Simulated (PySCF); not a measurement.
# B2F4 (Diboron tetrafluoride): the cost of one run

Computed with PySCF 2.14.0, with density-fitted response routines of our own, on a single molecule in the gas phase. Atoms are numbered from 0 throughout.

**1. The molecule as given**

6 atoms, charge 0, multiplicity 1; geometry from: GFN2-xTB. The atoms were then displaced at random by about 0.01 Å, so the start is not that level's minimum.

Bonds of the start (Å): F0–B1 1.32, B1–F2 1.33, B1–B3 1.76, B3–F4 1.29, B3–F5 1.29.

**2. Relaxing the molecule at PBE0-D3(BJ)/def2-TZVP**

The job: settings as JSON, then the geometry in Å.

```
{"job": {"xc": "PBE0", "basis": "def2-TZVP", "d3": "d3bj", "grid": 2, "shake": 0.01, "kind": "geom"}, "charge": 0, "multiplicity": 1}
F     -1.561770    -1.028160     0.458550
B     -0.854260    -0.074150    -0.116120
F     -1.580090     0.740330    -0.874780
B      0.882590     0.073550     0.101840
F      1.403830     0.754970     1.066560
F      1.733870    -0.496560    -0.680710
```

Command:

```console
> OMP_NUM_THREADS=1 python probes_run.py task.json out
```

The driver reads the jobs from task.json and runs them one after another.

**Question.** How long does this first job take on 1 thread of Arm Neoverse N1, shared host, and how much memory does it need?

About 2.1 min, with a peak of 0.68 GiB.
